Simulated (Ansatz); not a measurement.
Which YAML input does this script hand to the engine? (the Ansatz DFT code, driven from Python)

Script `scf_beau.py`:
```python
"""Self-consistent field of BeAu at the given structure."""

from pathlib import Path
import warnings

import ansatz as az
from ase.data import atomic_numbers
import numpy as np
import spglib

warnings.simplefilter("ignore", az.DeckWarning)

crystal = (
    az.Lattice.of((4.668, 0.0, 0.0), (0.0, 4.668, 0.0), (0.0, 0.0, 4.668))
    .atom("Be", (0.844, 0.844, 0.844))
    .atom("Be", (0.656, 0.156, 0.344))
    .atom("Be", (0.344, 0.656, 0.156))
    .atom("Be", (0.156, 0.344, 0.656))
    .atom("Au", (0.15, 0.15, 0.15))
    .atom("Au", (0.35, 0.85, 0.65))
    .atom("Au", (0.65, 0.35, 0.85))
    .atom("Au", (0.85, 0.65, 0.35))
)

# functional, basis and sampling
calc = crystal.calculation()
calc = calc.pseudopotentials("paw")
calc = calc.kpoints(5, 5, 5, center="gamma")
calc = calc.scf(tolerance=1e-08).functional("r2scan")
calc = calc.occupations(az.OccupationsMethod.GAUSSIAN)
calc = calc.forces().density()
calc = calc.electron_localization_function()
calc = calc.output_files(volumetric_format="npy")
session = calc.session()
planned = session.plan(threads=1)
done = planned.execute()
data = done.report

n_atoms = len(data["lattice"]["sites"])
print("F =", round(data["free_energy_ev"], 4), "eV for", n_atoms, "atoms")
print("E(sigma -> 0) =", round(data["energy_sigma0_ev"], 4), "eV, TS =", round(data["entropy_ts_ev"], 5), "eV")
print("closed by", data["closed_by"], "after", data["n_iterations"], "iterations")

# accept the result only where the loop met its thresholds and nothing is doubted
problems = list(data["published_state_doubts"])
if not data["converged"] or data.get("closed_by") != "deck_thresholds":
    problems.append("loop closed by " + str(data.get("closed_by")))
print("accepted" if not problems else f"check before use: {problems}")

# forces, one row an atom
forces = np.array(data["forces_ev_ang"])
norms = np.linalg.norm(forces, axis=1)
print("largest force {:.4f} eV/A on atom {}".format(norms.max(), norms.argmax()))
print(np.array2string(forces, precision=4, suppress_small=True))

# ELF is 0.5 in a uniform gas and nears 1 where pairs localise
folder = Path(done.write_results("elf"))
elf = np.load(folder / "elf.npy")
peak = np.unravel_index(elf.argmax(), elf.shape)
print(f"largest ELF {elf.max():.3f} at grid fractions", np.round(np.array(peak) / elf.shape, 3))
for level in (0.2, 0.5, 0.7, 0.8, 0.9):
    print(f"share of the cell with ELF over {level}: {np.mean(elf > level):.3f}")

spg_cell = (done.lattice.cell_ang, [s.position_frac for s in done.lattice.sites], [atomic_numbers[s.symbol] for s in done.lattice.sites])
# the group found depends on the tolerance
for tolerance in (1e-5, 1e-3, 1e-1):
    print(f"symprec {tolerance:g} A: {spglib.get_spacegroup(spg_cell, symprec=tolerance)}")
print("operations used by the run:", data["n_symmetry_ops"])
```

`python scf_beau.py` gives:
```text
F = -53028.4405 eV for 8 atoms
E(sigma -> 0) = -53028.4323 eV, TS = 0.01634 eV
closed by deck_thresholds after 9 iterations
accepted
largest force 0.0988 eV/A on atom 6
[[ 0.0384  0.0384  0.0384]
 [-0.0384 -0.0384  0.0384]
 [ 0.0384 -0.0384 -0.0384]
 [-0.0384  0.0384 -0.0384]
 [ 0.057   0.057   0.057 ]
 [-0.057  -0.057   0.057 ]
 [ 0.057  -0.057  -0.057 ]
 [-0.057   0.057  -0.057 ]]
largest ELF 0.777 at grid fractions [0.639 0.361 0.861]
share of the cell with ELF over 0.2: 0.931
share of the cell with ELF over 0.5: 0.067
share of the cell with ELF over 0.7: 0.003
share of the cell with ELF over 0.8: 0.000
share of the cell with ELF over 0.9: 0.000
symprec 1e-05 A: P2_13 (198)
symprec 0.001 A: P2_13 (198)
symprec 0.1 A: P2_13 (198)
operations used by the run: 12
```

`input.yaml`:
```yaml
crystal:
  lattice:
    - [4.668, 0.0, 0.0]
    - [0.0, 4.668, 0.0]
    - [0.0, 0.0, 4.668]
  atoms:
    - { symbol: Be, position: [0.844, 0.844, 0.844] }
    - { symbol: Be, position: [0.656, 0.156, 0.344] }
    - { symbol: Be, position: [0.344, 0.656, 0.156] }
    - { symbol: Be, position: [0.156, 0.344, 0.656] }
    - { symbol: Au, position: [0.15, 0.15, 0.15] }
    - { symbol: Au, position: [0.35, 0.85, 0.65] }
    - { symbol: Au, position: [0.65, 0.35, 0.85] }
    - { symbol: Au, position: [0.85, 0.65, 0.35] }
kpoints:
  mp_grid: { grid: [5, 5, 5], shift: [0.0, 0.0, 0.0] }
hamiltonian:
  xc: r2scan
  pseudopotentials: { kind: paw }
scf:
  convergence: { dr2_threshold: 1.0e-08 }
  occupations: { method: gaussian }
output:
  write_density: true
  volumetric_format: npy
  elf: true
  forces: true
```

Launched from the shell:
```console
$ ansatz run input.yaml --threads 1 --pin off --max-ram 3072MiB --backend cpu --events-out ev --progress --plain --runs-dir out
Engine: ansatz 0.2.0, aarch64-unknown-linux-gnu
Pseudopotentials: kind: paw
Pseudopotential: Be, paw, valence charge 2, recommended cutoff 500 eV (meta_gga), Be.paw.azcp
Pseudopotential: Au, paw, valence charge 19, recommended cutoff 500 eV (meta_gga), Au.paw.azcp
Functional definition: r2SCAN
  parameter k0 = 0.174
  parameter k1 = 0.065
  parameter a1 = 4.9479
  exchange = r2scan_x(k0 = k0, k1 = k1, a1 = a1)
  correlation = r2scan_c
Crystal: 8 atoms, lattice volume = 101.717 Å³
Basis set: ecut = 500 eV, 2553 PW (Γ), exchange–correlation on 144×144×144 points (64 copies of the dense FFT grid, shifted against one another)
Bands: 51, of which v1, the nominal top of the filled ones, is band 42 counted from 1 (41 counted from 0)
Symmetry: 12 space group operations
Space group: P213 (ITA 198), of the structure as read, at distance tolerance 4.7e-5 Å
k-points: 11 of 125 (time reversal used)
Non-local potential: Be, projectors of the file, l = 0: 2, l = 1: 2, l = 2: 1
Non-local potential: Au, projectors of the file, l = 0: 3, l = 1: 2, l = 2: 2, l = 3: 1
PAW form: soft (Blöchl's): semilocal exchange-correlation on the pseudo side does not see the compensation charge
PAW frozen core: Be, regenerated for the run's functional (the file was generated under x = pbe(κ = 0.804, μ = 0.2195149727645171), c = pbe(β = 0.06672455060314922))
PAW frozen core: Au, regenerated for the run's functional (the file was generated under x = pbe(κ = 0.804, μ = 0.2195149727645171), c = pbe(β = 0.06672455060314922))
PAW one-centre angular grid: Be, 302 points (default); XC on 255 of its mesh's 2635 points in the sphere
PAW one-centre angular grid: Au, 590 points (default); XC on 160 Gauss nodes
Initial density: superposition of atomic densities (neutral atoms: chi_scale 0, normalization atom), corrected by the library's trained network
Initial wavefunctions: pseudopotential atomic-orbital guess
Functional: x = r2scan, c = r2scan; τ floored in thin density (d = 2e-4 eV/Å³)
SCF iter   1: F=—  HF=-53028.356112 eV  |F-HF|=—  |Δ(HF+E_count)|=         —  Δρ=1.18e-2  dr2=1.98e-1  dr2_τ=1.06e-1  ethr=1.77e-3  ⟨swp⟩=7.0  Hψ=2308  notcnv=0  defer=7
preconditioner: auto → Kerker (q_TF=auto, 2.643 Å⁻¹)  [metal: Δε(μ)=0.068 eV  Ē_g=10.233 eV  σ=0.100 eV  W_gap=0.37  n_scr=26 (ndim 8)  ℏωp=26.5 eV  f_vac=0.000  D(μ)=3.25/eV (n_scr^D=26)]
SCF iter   2: F=—  HF=-53028.443942 eV  |F-HF|=—  |Δ(HF+E_count)|=   8.78e-2  Δρ=4.82e-3  dr2=3.40e-2  dr2_τ=4.06e-3  ethr=2.35e-4  ⟨swp⟩=2.5  Hψ=960  notcnv=0  defer=36
SCF iter   3: F=—  HF=-53028.440480 eV  |F-HF|=—  |Δ(HF+E_count)|=   3.46e-3  Δρ=2.11e-3  dr2=5.14e-3  dr2_τ=2.09e-4  ethr=4.05e-5  ⟨swp⟩=2.0  Hψ=786  notcnv=0  defer=36
SCF iter   4: F=—  HF=-53028.440330 eV  |F-HF|=—  |Δ(HF+E_count)|=   1.50e-4  Δρ=5.01e-4  dr2=2.37e-4  dr2_τ=8.64e-6  ethr=6.11e-6  ⟨swp⟩=2.0  Hψ=814  notcnv=0  defer=36
SCF iter   5: F=—  HF=-53028.440485 eV  |F-HF|=—  |Δ(HF+E_count)|=   1.56e-4  Δρ=1.66e-4  dr2=2.59e-5  dr2_τ=1.34e-6  ethr=2.82e-7  ⟨swp⟩=2.0  Hψ=814  notcnv=0  defer=36
SCF iter   6: F=—  HF=-53028.440514 eV  |F-HF|=—  |Δ(HF+E_count)|=   2.83e-5  Δρ=4.67e-5  dr2=2.18e-6  dr2_τ=2.54e-8  ethr=3.08e-8  ⟨swp⟩=2.0  Hψ=814  notcnv=0  defer=36
SCF iter   7: F=—  HF=-53028.440460 eV  |F-HF|=—  |Δ(HF+E_count)|=   5.34e-5  Δρ=1.58e-5  dr2=2.14e-7  dr2_τ=2.25e-8  ethr=2.60e-9  ⟨swp⟩=2.0  Hψ=814  notcnv=0  defer=36
SCF iter   8: F=—  HF=-53028.440460 eV  |F-HF|=—  |Δ(HF+E_count)|=   2.71e-7  Δρ=3.41e-6  dr2=1.58e-8  dr2_τ=1.29e-9  ethr=2.55e-10  ⟨swp⟩=2.0  Hψ=814  notcnv=0  defer=36
SCF iter   9: F=-53028.440460 eV  HF=-53028.440460 eV  |F-HF|=5.82e-11  |Δ(HF+E_count)|=   7.65e-9  Δρ=7.57e-7  dr2=6.22e-10  dr2_τ=2.58e-11  ethr=1.19e-11  ⟨swp⟩=9.6  Hψ=2315  notcnv=0
SCF 1 converged in 9 iterations: F = -53028.440460 eV  dr2 = 6.22e-10
  greatest PAW one-centre occupation: 1.003 electrons in one spin orbital (limit 2), on the Au atom at site 7 (counted from 0), in its partial waves of l = 0
SCF converged after 9 iterations
Free energy (F): -53028.440460 eV
Harris-Foulkes:  -53028.440460 eV  (|F-HF|=5.82e-11)
Internal energy: -53028.424116 eV  (E = F + TS)
E sigma→0 (E₀):  -53028.432288 eV
Entropy (-TS):   -0.016345 eV (-2.043 meV/atom)
Fermi energy:    16.736547 eV
--- Per-component energies (eV) ---
  E_band       = -1180.607223
  E_kinetic    = 2493.468206
  E_local      = -8940.422321  (includes V_loc(G=0)·N_el)
  E_nonlocal   = 305.170824
  E_hartree    = 3844.916421
  E_xc         = -951.412332
  E_vxc        = -1325.766819  (∫ρ·V_xc dr)
  E_paw        = -39159.360602  (= ΣΔE_a)
  E_vpaw       = -1493.264391  (= ΣTr[D̂ρ^β])
  E_aug_tail   = 0.003190  (compensation charges beyond the density's cutoff)
  E_vtau       = 90.372254  (kinetic-family band-sum trace: ∫τ·v_τ [+ j·A + Jᵃ·Aᵃ] dr)
  E_ewald      = -10620.034097
  E_core_change = -0.753403  (= ΣΔE_core)
  E_smearing   = -0.016345  (= −TS)
  E_closure    = 0.000000  (closes the sum)
  Σ components = -53028.440460   (vs F -53028.440460, Δ=0.00e0)
--- Forces (eV/Å), atoms counted from 1 ---
  atom   1  Be     0.03838424     0.03838424     0.03838424
  atom   2  Be    -0.03838424    -0.03838424     0.03838424
  atom   3  Be     0.03838424    -0.03838424    -0.03838424
  atom   4  Be    -0.03838424     0.03838424    -0.03838424
  atom   5  Au     0.05704620     0.05704620     0.05704620
  atom   6  Au    -0.05704620    -0.05704620     0.05704620
  atom   7  Au     0.05704620    -0.05704620    -0.05704620
  atom   8  Au    -0.05704620     0.05704620    -0.05704620
  max |Σ_I F_I| component: 1.67e-16 eV/Å
--- Band table (eV; the first three rows and the last of 11) ---
  k-point 0: bands = ["-92.1003", "-92.0910", "-92.0910", "-92.0910", "-42.9692", "-42.9692", "-42.9692", "-42.9506", "-42.9506", "-42.9506", "-42.8908", "-42.8908", "-42.8806", "-42.8544", "-42.8544", "-42.8544", "5.3473", "9.0100", "9.0100", "9.0100", "9.7775", "9.7775", "9.7775", "10.1667", "10.1667", "10.1667", "10.2870", "10.9704", "10.9704", "11.2663", "11.2663", "11.2663", "12.1058", "12.1058", "12.1058", "12.8942", "12.8942", "14.3228", "14.3228", "14.3228", "16.3913", "16.3913", "16.3913", "21.4878", "21.4878", "21.8168", "21.8168", "21.8168", "22.5992", "22.5992", "22.5992"]
  k-point 1: bands = ["-92.0996", "-92.0928", "-92.0907", "-92.0900", "-42.9789", "-42.9729", "-42.9699", "-42.9573", "-42.9499", "-42.9265", "-42.8892", "-42.8864", "-42.8834", "-42.8581", "-42.8573", "-42.8553", "5.6633", "8.7843", "8.9797", "9.0115", "9.5563", "9.6780", "9.9903", "10.0636", "10.1651", "10.4840", "10.5409", "10.6895", "10.7294", "10.8318", "11.2658", "11.6902", "11.8826", "12.2319", "12.5212", "12.7503", "12.8296", "13.2225", "14.3958", "15.0512", "15.9321", "16.2045", "18.2181", "20.1901", "20.2463", "20.5171", "21.0425", "22.1266", "22.8824", "22.9305", "23.0339"]
  k-point 2: bands = ["-92.0978", "-92.0953", "-92.0902", "-92.0898", "-42.9809", "-42.9791", "-42.9766", "-42.9693", "-42.9270", "-42.9043", "-42.9020", "-42.8863", "-42.8713", "-42.8649", "-42.8625", "-42.8609", "6.5685", "7.8543", "8.8965", "8.9277", "9.4503", "9.6325", "10.0620", "10.0840", "10.2063", "10.2518", "10.3794", "10.4548", "10.9317", "11.2628", "11.4721", "11.7436", "11.7666", "12.2241", "12.5012", "12.5029", "12.8009", "13.2446", "14.8067", "14.8091", "15.9976", "16.4875", "17.7533", "18.5310", "19.8950", "19.9755", "22.3688", "22.4741", "22.7418", "23.2877", "23.3846"]
  k-point 10: bands = ["-92.0948", "-92.0942", "-92.0922", "-92.0919", "-42.9852", "-42.9828", "-42.9704", "-42.9658", "-42.9287", "-42.9185", "-42.9042", "-42.8930", "-42.8672", "-42.8608", "-42.8570", "-42.8515", "8.1971", "8.5398", "8.8870", "8.8894", "9.5429", "9.6924", "9.9330", "10.0103", "10.0996", "10.2373", "10.2601", "10.4860", "11.1111", "11.1928", "11.2565", "11.5340", "12.0491", "12.1662", "12.4361", "12.4634", "12.6037", "12.9072", "13.1162", "13.5518", "14.4295", "14.9899", "15.8549", "16.4771", "23.1202", "23.4209", "23.7477", "23.8296", "24.1254", "24.5614", "24.5874"]
```

Notes:
- Total energies depend on the potentials; only differences at equal settings carry meaning. A total without «per atom» is that of the cell as typed.
- The mesh is modest for a metal, so energies can be off by several to tens of meV an atom and pressures by half a GPa or more; differences at equal mesh fare better.
- Spin-orbit coupling, which matters for elements this heavy, is left out.
- Densities and potentials on the grid are those of the valence electrons, and inside the cores they hang on the potentials used.
- The structure is a deposited one; some such entries were measured under pressure or heat, so a shift against it needn't be the functional's error alone.
- Run time: 17 s on 1 thread of Arm Neoverse V1 (shared host), peak memory 0.58 GiB.

(Lines on the test bed's own set-up are left out of the output.)
